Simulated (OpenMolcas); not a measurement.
**Dy³⁺ among point charges: CASSCF levels and susceptibility**

How does a field of 7 point charges split the states of Dy³⁺, and what χT follows?

Program: OpenMolcas 26.06. Level of theory: state-averaged CASSCF, spin-orbit coupling by RASSI with atomic mean-field integrals. These are calculated values, not measurements, unless marked.

## Step 1: The system

| Item | Value |
| --- | --- |
| Species | Dy³⁺ (dysprosium, Z = 66, 63 electrons) |
| Basis | ANO-RCC-VDZP [7s6p4d2f1g], 68 functions |
| Scalar Hamiltonian | DKH2, point nucleus |
| Inactive shells | 1s 2s 2p 3s 3p 3d 4s 4p 4d 5s 5p |
| Active space | 9 electrons in 7 orbitals (4f) |
| Some configurations of this space | 4f⁹ |
| Orbitals | optimised for the highest spin of each parity, averaged over all roots |

The outer shells:

4f9
```
4f [↑↓][↑↓][↑ ][↑ ][↑ ][↑ ][↑ ]
```

The ion sits among 7 point charges of -0.5 e arranged as a pentagonal bipyramid (D5h), 2.39 Å from the ion, with the axial distance 2.055 Å.

Each step is its own input file, run in one work folder so that later steps find the files of earlier ones. Labels, J, g values, rates, χT and fits are worked out afterwards by a script from the matrices that RASSI stores.

## Step 2: GATEWAY and SEWARD: basis and integrals

a.inp reads:

```
&GATEWAY
Coord
1

Dy 0.0 0.0 0.0
Basis=ANO-RCC-VDZP
Group=NoSym
NoMove
AngMom=0.0 0.0 0.0
AMFI
XField
7 Angstrom 0
2.390000 0.000000 0.000000 -0.500000
0.738551 2.273025 0.000000 -0.500000
-1.933551 1.404807 0.000000 -0.500000
-1.933551 -1.404807 0.000000 -0.500000
0.738551 -2.273025 0.000000 -0.500000
0.000000 0.000000 2.055400 -0.500000
0.000000 0.000000 -2.055400 -0.500000
&SEWARD
```

Started as:

```
OMP_NUM_THREADS=1 MOLCAS_MEM=2252 MOLCAS_PROJECT=a pymolcas a.inp > a.log
```

## Step 3: Reference wave functions, sextets, 21 roots

a.inp reads:

```
&RASSCF
FileOrb=start.orb
Symmetry=1
Spin=6
nActEl=9 0 0
Inactive=27
Ras2=7
CIRoot=21 21 1
SDav=21
CIMx=300
Iter=120 100
PrWF=0.3
OrbListing=Nothing
MaxOrb=0
>>> COPY $Project.JobIph JOB001
```

start.orb holds the contracted functions of the basis, ordered by shell, or the orbitals of the step before.

## Step 4: Reference wave functions, quartets, 162 roots

a.inp reads:

```
&RASSCF
FileOrb=start.orb
Symmetry=1
Spin=4
nActEl=9 0 0
Inactive=27
Ras2=7
CIRoot=162 162 1
SDav=224
CIMx=300
Iter=120 100
PrWF=0.3
OrbListing=Nothing
MaxOrb=0
CIOnly
>>> COPY $Project.JobIph JOB002
```

## Step 5: CASSCF: doublets, 162 roots

a.inp reads:

```
&RASSCF
FileOrb=start.orb
Symmetry=1
Spin=2
nActEl=9 0 0
Inactive=27
Ras2=7
CIRoot=162 162 1
SDav=490
CIMx=300
Iter=120 100
PrWF=0.3
OrbListing=Nothing
MaxOrb=0
CIOnly
>>> COPY $Project.JobIph JOB003
```

## Step 6: State interaction with spin-orbit coupling

a.inp reads:

```
&RASSI
NrOfJobIphs=3 21 108 40
1 2 3 4 5 6 7 8 9 10 11 12 13 14 15 16 17 18 19 20 21
1 2 3 4 5 6 7 8 9 10 11 12 13 14 15 16 17 18 19 20 21 22 23 24 25 26 27
28 29 30 31 32 33 34 35 36 37 38 39 40 41 42 43 44 45 46 47 48 49 50 51
52 53 54 55 56 57 58 59 60 61 62 63 64 65 66 67 68 69 70 71 72 73 74 75
76 77 78 79 80 81 82 83 84 85 86 87 88 89 90 91 92 93 94 95 96 97 98 99
100 101 102 103 104 105 106 107 108
1 2 3 4 5 6 7 8 9 10 11 12 13 14 15 16 17 18 19 20 21 22 23 24 25 26 27
28 29 30 31 32 33 34 35 36 37 38 39 40
IphNames
JOB001
JOB002
JOB003
EJob
SpinOrbit
DIPRint=1.0
SOCoupling=1000.0
Subsets=2
Property=9
'ANGMOM' 1 'ANGMOM' 2 'ANGMOM' 3 'MLTPL  1' 1 'MLTPL  1' 2 'MLTPL  1' 3
'AMFI' 1 'AMFI' 2 'AMFI' 3
SOProperty=3
'ANGMOM' 1 'ANGMOM' 2 'ANGMOM' 3
```

Q: Predict the outcome of this session. Wanted: spin-free ground state; first state of the same spin within the active space; lowest level; next level.

The runs gave:

| quantity | value |
| --- | --- |
| method | CASSCF |
| spin-free ground state | sextet, 2-fold in its orbital part |
| first state of the same spin within the active space | sextet at 227 cm⁻¹ |
| lowest level | 2-fold, g = 0.00, 0.00, 19.91 |
| next level | 148.3 cm⁻¹ |
| χT at 300 K | 14.02 cm³ K/mol |
| effective moment at 300 K | 10.59 μB |

In words: The spin-free ground state (sextet) comes to 100 % from free-ion H terms and keeps the highest spin of the shell. The quartets, doublets rest on orbitals optimised for another spin in at least one step, which raises them against the optimised states. Not all states of the active space went into the spin-orbit step. High states of lower spin are left out of the spin-orbit mixing, and CASSCF puts spin-flip levels too high. Point charges carry no covalency, so the field is a model and not that of real ligands.
